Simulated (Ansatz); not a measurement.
# Pd (diamond type): the cost of one run

Computed with Ansatz 0.2.0 (DFT PBEsol, with the methods named in each step, unless a step's input says otherwise).

This is Pd in the diamond structure; at room conditions it is fcc.

1 further run of the same task is left out (it didn't finish). Runs told in other sessions of the task aren't counted.

### Step 1. The structure to begin with

The structure is cubic, space group Fd-3m (No. 227). The conventional cell has a = 5.685 Å, b = 5.685 Å, c = 5.685 Å, α = 90.00°, β = 90.00°, γ = 90.00°. Around Pd (site symmetry -43m) lie 4 Pd at 2.46 Å.

Structure file:

```cif
data_structure
_symmetry_space_group_name_H-M 'P 1'
_symmetry_Int_Tables_number 1
_cell_length_a 4.0202
_cell_length_b 4.0202
_cell_length_c 4.0202
_cell_angle_alpha 60.000
_cell_angle_beta 60.000
_cell_angle_gamma 60.000
_cell_volume 45.94
loop_
_atom_site_label
_atom_site_type_symbol
_atom_site_fract_x
_atom_site_fract_y
_atom_site_fract_z
_atom_site_occupancy
Pd1 Pd 0.87500 0.87500 0.87500 1
Pd2 Pd 0.12500 0.12500 0.12500 1
```

Whether this phase is the stable one at these pressures isn't tested.

Atoms are numbered in the order of the input: Pd1, Pd2.

### Step 2. The reference volume, LAPW

Input file input.yaml:

```yaml
crystal:
  lattice:
    - [0.0, 2.8427025779, 2.8427025779]
    - [2.8427025779, 0.0, 2.8427025779]
    - [2.8427025779, 2.8427025779, 0.0]
  atoms:
    - { symbol: Pd, position: [-0.125, -0.125, -0.125] }
    - { symbol: Pd, position: [0.125, 0.125, 0.125] }
kpoints:
  mp_grid: { grid: [12, 12, 12] }
  band_path:
    path:
      - [0.0, 0.0, 0.0]
      - [0.5, 0.0, 0.5]
      - [0.625, 0.25, 0.625]
      - [0.375, 0.375, 0.75]
      - [0.0, 0.0, 0.0]
      - [0.5, 0.5, 0.5]
      - [0.5, 0.25, 0.75]
      - [0.5, 0.0, 0.5]
    npoints: 14
scf:
  occupations: { method: fermi_dirac, width: 0.05 }
hamiltonian:
  xc: pbesol
  pseudopotentials: { kind: all_electron, lapw: { basis_error: 0.001 } }
output:
  forces: true
  stress: true
  eigenvalues: true
  populations: true
  dos: { projected: true, de: 0.2, e_range: [-14, 8] }
```

Run with:

```bash
ansatz run input.yaml --threads 1 --pin off --max-ram 2048MiB --backend cpu --events-out ev --progress --plain --runs-dir out
```

**Question.** How long does this run take on 1 thread of Arm Neoverse V1, shared host, and how much memory does it need?

About 61 s, with a peak of 0.48 GiB.
